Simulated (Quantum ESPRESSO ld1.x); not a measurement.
# Nd⁴⁺ in [Xe] 4f2: an all-electron calculation

Wanted: eigenvalues, radial structure and energy terms of the neodymium ion Nd4+.

The numbers are computed with Quantum ESPRESSO ld1.x 7.5 (Dirac Kohn-Sham, PBE, spin-unpolarised, spherical densities, point nucleus; open shells are shared between the two j in proportion to 2j + 1), except any that are marked as measured or tabulated.

**1. The atom as given**

```
element       : neodymium (Z = 60)
charge        : +4
electrons     : 56
configuration : [Xe] 4f2
```

Outer shells as boxes (Hund's rule):

Nd⁴⁺
```
[Xe] core
4f [↑ ][↑ ][  ][  ][  ][  ][  ]
```

**2. The run**

File ld1.in:

```fortran
 &input
    zed=60.0,
    iswitch=1,
    rel=2,
    dft='PBE',
    config='[Xe] 4f2 6s0 5d0',
    rel_dist='average',
    verbosity='high',
    lsmall=.true.,
    prefix='ld1',
    max_out_wfc=37,
    file_charge='ld1.rho',
 /
```

What does the calculation give?

**Answer**, as computed:

| quantity | value |
| --- | --- |
| total energy | -9626.97 hartree |
| exchange-correlation share of it | 2.30 % |
| −T/E | 1.0786 |
| highest occupied level | 4f7/2, -49.505 eV |
| most extended occupied level | 5p3/2, <r> = 1.60 bohr |
| radius at density 0.001 e/bohr³ | 3.23 bohr |
| maxima of the radial density | 4 |
| ionisation energy, NIST | 60.0 (semi-emp.) eV |

The radial density shows 4 maxima for 5 occupied principal shells; where shells overlap, one shows as a shoulder or not at all. −T/E is 1.079: with relativity the kinetic term as defined here no longer equals −E. Minus the highest eigenvalue, 49.505 eV, is 83 % of the tabulated ionisation energy (60.0 eV); the potential of a semilocal functional falls off too fast, so its top eigenvalue is too shallow. Spin polarisation and multiplet splitting are left out. Sharing an open shell by 2j + 1 raises it above the true ground level by a part of the spin-orbit splitting, which enters the differences from NIST.
